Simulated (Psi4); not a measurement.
**doublet [SnF2]+ at 3 levels**

We compute a comparison of 3 runs (U-wB97M-V/def2-TZVPP, U-wB97X/def2-TZVPP, UB2PLYP/def2-TZVPP) of doublet [SnF2]+. 

Program for the calculation: Psi4 1.11.

## (1) Starting point

[SnF2]+ has 3 atoms, charge +1, and is taken as a doublet. As SMILES of the parent species, `[F][Sn][F]`. The shape comes from GFN2-xTB, which is rough for such elements, and wasn't checked as a minimum. That shape belongs to the parent species and isn't relaxed for this state.

Bond lengths: Sn1–F2 2.077 Å, Sn1–F3 2.076 Å. Angles: F2–Sn1–F3 102.6°.

## (2) The energy at U-wB97M-V/def2-TZVPP (core potential) (run 1)

job.json

```json
{
  "schema_name": "qcschema_input",
  "schema_version": 1,
  "molecule": {
    "schema_name": "qcschema_molecule",
    "schema_version": 2,
    "symbols": ["Sn", "F", "F"],
    "geometry": [0.00999665, -0.01428633, -1.63489656, 3.05816268, -0.04011889, 0.83726206, -3.06817823, 0.05440522, 0.7976345],
    "molecular_charge": 1,
    "molecular_multiplicity": 2,
    "fix_symmetry": "c1",
    "fix_com": true,
    "fix_orientation": true
  },
  "driver": "energy",
  "model": {
    "method": "wb97m-v",
    "basis": "def2-TZVPP"
  },
  "keywords": {
    "reference": "uks",
    "puream": true,
    "e_convergence": 1e-09,
    "d_convergence": 1e-08,
    "scf_type": "pk",
    "dft_radial_points": 99,
    "dft_spherical_points": 590,
    "maxiter": 200
  }
}
```

On the command line:

```bash
psi4 --qcschema job.json -n 1 --memory 1600MB
```

stdout:

```text
[...]
    !!!  WARNING: ECP capability is in beta. Please check occupations closely.  !!!
[...]
  Running in c1 symmetry.
[...]
  Nuclear repulsion =  114.128845446963695
[...]
  Multiplicity = 2
[...]
  Nalpha       = 20
  Nbeta        = 19
[...]
    Number of basis functions: 112
[...]
 WARNING: Atomic UHF is not converging! Try casting from a smaller basis or call Rob at CCMST.
   -------------------------
[...]
   @UKS iter   1:  -413.42696784801302   -1.50173e+00   6.25257e-03 ADIIS/DIIS
[...]
   @UKS iter  18:  -413.64269458423917   -7.30438e-11   9.50990e-09 DIIS
[...]
   @S^2 Observed:                7.731915525E-01
[...]
    Orbital Energies [Eh]
    ---------------------
    Alpha Occupied:
       1A    -25.141243     2A    -25.141177     3A     -5.612586
       4A     -3.947917     5A     -3.941043     6A     -3.937331
       7A     -1.540199     8A     -1.533220     9A     -1.500363
      10A     -1.497298    11A     -1.495369    12A     -1.483956
      13A     -1.467262    14A     -0.892406    15A     -0.803597
      16A     -0.760260    17A     -0.757340    18A     -0.747593
      19A     -0.743732    20A     -0.709001
    Alpha Virtual:
      21A     -0.295149    22A     -0.218649    23A     -0.216348
      24A     -0.048749    25A     -0.044293    26A     -0.021453
[...]
  @UKS Final Energy:  -413.64269458423917
   => Energetics <=
    Nuclear Repulsion Energy =            114.1288454469636946
    One-Electron Energy =                -872.1886584389592372
    Two-Electron Energy =                 372.1192765035416983
    DFT Exchange-Correlation Energy =     -27.8611204877086287
    Empirical Dispersion Energy =           0.0000000000000000
    VV10 Nonlocal Energy =                  0.1589623919232372
    Total Energy =                       -413.6426945842391660
[...]
 Multipole Moments:
 ------------------------------------------------------------------------------------
     Multipole            Electronic (a.u.)      Nuclear  (a.u.)        Total (a.u.)
 ------------------------------------------------------------------------------------
 L = 1.  Multiply by 2.5417464519 to convert [e a0] to [Debye]
 Dipole X            :         -0.1123856            0.1297863            0.0174008
 Dipole Y            :          0.1613923           -0.1857223           -0.0243299
 Dipole Z            :         18.4700556          -21.2536553           -2.7835997
 Magnitude           :                                                    2.7837604
[...]
```

The result, in JSON:

```text
{
 "driver": "energy",
 "model": {
  "method": "wb97m-v",
  "basis": "def2-TZVPP"
 },
 "success": true,
 "return_result": -413.64269458423917,
 "properties": {
  "calcinfo_nbasis": 112,
  "calcinfo_nmo": 112,
  "calcinfo_nalpha": 20,
  "calcinfo_nbeta": 19,
  "calcinfo_natom": 3,
  "nuclear_repulsion_energy": 114.1288454469637,
  "return_energy": -413.64269458423917,
  "scf_one_electron_energy": -872.1886584389592,
  "scf_two_electron_energy": 372.1192765035417,
  "scf_vv10_energy": 0.1589623919232372,
  "scf_xc_energy": -27.86112048770863,
  "scf_dipole_moment": [0.017400782096144818, -0.02432994467443289, -2.7835996997372447],
  "scf_total_energy": -413.64269458423917,
  "scf_iterations": 18
 }
}
```

Wall time 2.1 min (1 thread of Intel Xeon Platinum 8259CL at 2.50GHz (Skylake/Cascade Lake), shared host); peak memory 0.78 GiB.

## (3) Energy and forces at U-wB97X/def2-TZVPP (core potential) (run 2)

f2sn.xyz

```xyz
3
F2Sn
Sn     0.005290    -0.007560    -0.865150
F      1.618310    -0.021230     0.443060
F     -1.623610     0.028790     0.422090
```

run_ase.py

```python
import numpy as np
from ase.calculators.psi4 import Psi4
from ase.io import read

atoms = read('f2sn.xyz')
calc = Psi4(atoms=atoms, method='wb97x', basis='def2-TZVPP', memory='1600MB', num_threads=1, charge=1, multiplicity=2, label='psi4-calc', reference='uks')
calc.psi4.set_options({'puream': True, 'e_convergence': 1e-09, 'd_convergence': 1e-08, 'scf_type': 'pk', 'dft_radial_points': 99, 'dft_spherical_points': 590, 'maxiter': 200})
atoms.calc = calc

forces = atoms.get_forces()
print(f'energy: {atoms.get_potential_energy():.6f} eV')
print('forces / eV A^-1')
print(np.round(forces, 5))
```

On the command line:

```bash
python run_ase.py
```

psi4-calc.dat, shortened:

```text
[...]
    !!!  WARNING: ECP capability is in beta. Please check occupations closely.  !!!
[...]
  Running in c1 symmetry.
[...]
  Nuclear repulsion =  114.128845380918179
[...]
  Multiplicity = 2
[...]
  Nalpha       = 20
  Nbeta        = 19
[...]
    Number of basis functions: 112
[...]
 WARNING: Atomic UHF is not converging! Try casting from a smaller basis or call Rob at CCMST.
   -------------------------
[...]
   @UKS iter   1:  -413.51698439168024   -1.54199e+00   6.34667e-03 DIIS/ADIIS
[...]
   @UKS iter  16:  -413.72971713809636   -6.13909e-12   9.06346e-09 DIIS
[...]
   @S^2 Observed:                7.740499542E-01
[...]
  @UKS Final Energy:  -413.72971713809636
   => Energetics <=
    Nuclear Repulsion Energy =            114.1288453809181789
    One-Electron Energy =                -872.2737628066422531
    Two-Electron Energy =                 371.9672220003170082
    DFT Exchange-Correlation Energy =     -27.5520217126892675
    Empirical Dispersion Energy =           0.0000000000000000
    VV10 Nonlocal Energy =                  0.0000000000000000
    Total Energy =                       -413.7297171380963619
[...]
 Multipole Moments:
 ------------------------------------------------------------------------------------
     Multipole            Electronic (a.u.)      Nuclear  (a.u.)        Total (a.u.)
 ------------------------------------------------------------------------------------
 L = 1.  Multiply by 2.5417464519 to convert [e a0] to [Debye]
 Dipole X            :          0.1366489           -0.1256531            0.0109958
 Dipole Y            :         -0.1945303            0.1794592           -0.0150711
 Dipole Z            :        -22.2608338           20.5369234           -1.7239104
 Magnitude           :                                                    1.7240113
[...]
  -Total Gradient:
     Atom            X                  Y                   Z
    ------   -----------------  -----------------  -----------------
       1        0.000479127687    -0.000672316594    -0.076923212010
       2        0.040294605803    -0.000290658790     0.038566450099
       3       -0.040767231191     0.000960196949     0.038046956614
[...]
```

On the terminal:

```text
energy: -11258.159043 eV
forces / eV A^-1
[[-0.02464  0.03457  3.95555]
 [-2.07203  0.01495 -1.98317]
 [ 2.09634 -0.04938 -1.95645]]
```

Run time: 73 s. Hardware: 1 thread of Intel Xeon Platinum 8259CL at 2.50GHz (Skylake/Cascade Lake), shared host; peak memory 0.78 GiB.

## (4) A single-point energy at UB2PLYP/def2-TZVPP (core potential, density fitting for correlation) (run 3)

job.inp

```
memory 1600 mb

molecule {
  1 2
  Sn     0.005290    -0.007560    -0.865150
  F      1.618310    -0.021230     0.443060
  F     -1.623610     0.028790     0.422090
  symmetry c1
}

set reference uks
set puream true
set e_convergence 1e-09
set d_convergence 1e-08
set scf_type pk
set dft_radial_points 99
set dft_spherical_points 590
set num_frozen_docc 6
set maxiter 200

energy("b2plyp/def2-TZVPP")
```

On the command line:

```bash
psi4 job.inp job.out -n 1
```

job.out:

```text
[...]
    !!!  WARNING: ECP capability is in beta. Please check occupations closely.  !!!
[...]
  Running in c1 symmetry.
[...]
  Nuclear repulsion =  114.128845380918179
[...]
  Multiplicity = 2
[...]
  Nalpha       = 20
  Nbeta        = 19
[...]
    Number of basis functions: 112
[...]
 WARNING: Atomic UHF is not converging! Try casting from a smaller basis or call Rob at CCMST.
   -------------------------
[...]
   @UKS iter   1:  -412.96763354360246   -1.45846e+00   6.19175e-03 DIIS/ADIIS
[...]
   @UKS iter  19:  -413.17364612599994   -3.68345e-11   7.32790e-09 DIIS
[...]
   @S^2 Observed:                7.966825568E-01
[...]
    Orbital Energies [Eh]
    ---------------------
    Alpha Occupied:
       1A    -25.600155     2A    -25.599834     3A     -5.780256
       4A     -4.061308     5A     -4.055497     6A     -4.050607
       7A     -1.573513     8A     -1.568098     9A     -1.508111
      10A     -1.504808    11A     -1.504493    12A     -1.495576
      13A     -1.482990    14A     -0.863549    15A     -0.796629
      16A     -0.745484    17A     -0.741435    18A     -0.733841
      19A     -0.730377    20A     -0.678038
    Alpha Virtual:
      21A     -0.331223    22A     -0.248552    23A     -0.246867
      24A     -0.053361    25A     -0.050959    26A     -0.027802
[...]
  @UKS Final Energy:  -413.17364612599994
   => Energetics <=
    Nuclear Repulsion Energy =            114.1288453809181789
    One-Electron Energy =                -872.3353417641858414
    Two-Electron Energy =                 363.5875820673280145
    DFT Exchange-Correlation Energy =     -18.5547318100602823
    Empirical Dispersion Energy =           0.0000000000000000
    VV10 Nonlocal Energy =                  0.0000000000000000
    Total Energy =                       -413.1736461259999373
[...]
 Multipole Moments:
 ------------------------------------------------------------------------------------
     Multipole            Electronic (a.u.)      Nuclear  (a.u.)        Total (a.u.)
 ------------------------------------------------------------------------------------
 L = 1.  Multiply by 2.5417464519 to convert [e a0] to [Debye]
 Dipole X            :         -0.1413350            0.1284166           -0.0129183
 Dipole Y            :        -22.3410431           20.5376904           -1.8033527
 Dipole Z            :          0.0000000           -0.0000000            0.0000000
 Magnitude           :                                                    1.8033989
[...]
```

Run time: 30 s. Hardware: 1 thread of Intel Xeon Platinum 8259CL at 2.50GHz (Skylake/Cascade Lake), shared host; peak memory 0.62 GiB.

## (5) All runs side by side

| run | level | task | frozen core orbitals | energy (Eh) | HOMO energy (eV) | LUMO energy (eV) | ⟨S²⟩ | wall time |
| --- | --- | --- | --- | --- | --- | --- | --- | --- |
| 1 | U-wB97M-V/def2-TZVPP (core potential) | energy | 0 | -413.642695 | -19.29 | -11.86 | 0.773 | 2.1 min |
| 2 | U-wB97X/def2-TZVPP (core potential) | gradient | 0 | -413.729717 | -19.33 | -12.01 | 0.774 | 73 s |
| 3 | UB2PLYP/def2-TZVPP (core potential, density fitting for correlation) | energy | 6 | -413.429928 | -17.99 | -12.36 | 0.797 | 30 s |

## (6) Results

| quantity | value |
| --- | --- |
| run 3: total energy | -413.42993 Eh |
| run 3: HOMO energy (SCF part's orbitals) (highest over α and β) | -17.99 eV |
| run 3: LUMO energy (SCF part's orbitals) (lowest over α and β) | -12.36 eV |
| run 3: ⟨S²⟩ | 0.797 |

Totals of different functionals can't be ranked against each other. All runs together took 3.8 min, the longest 2.1 min.
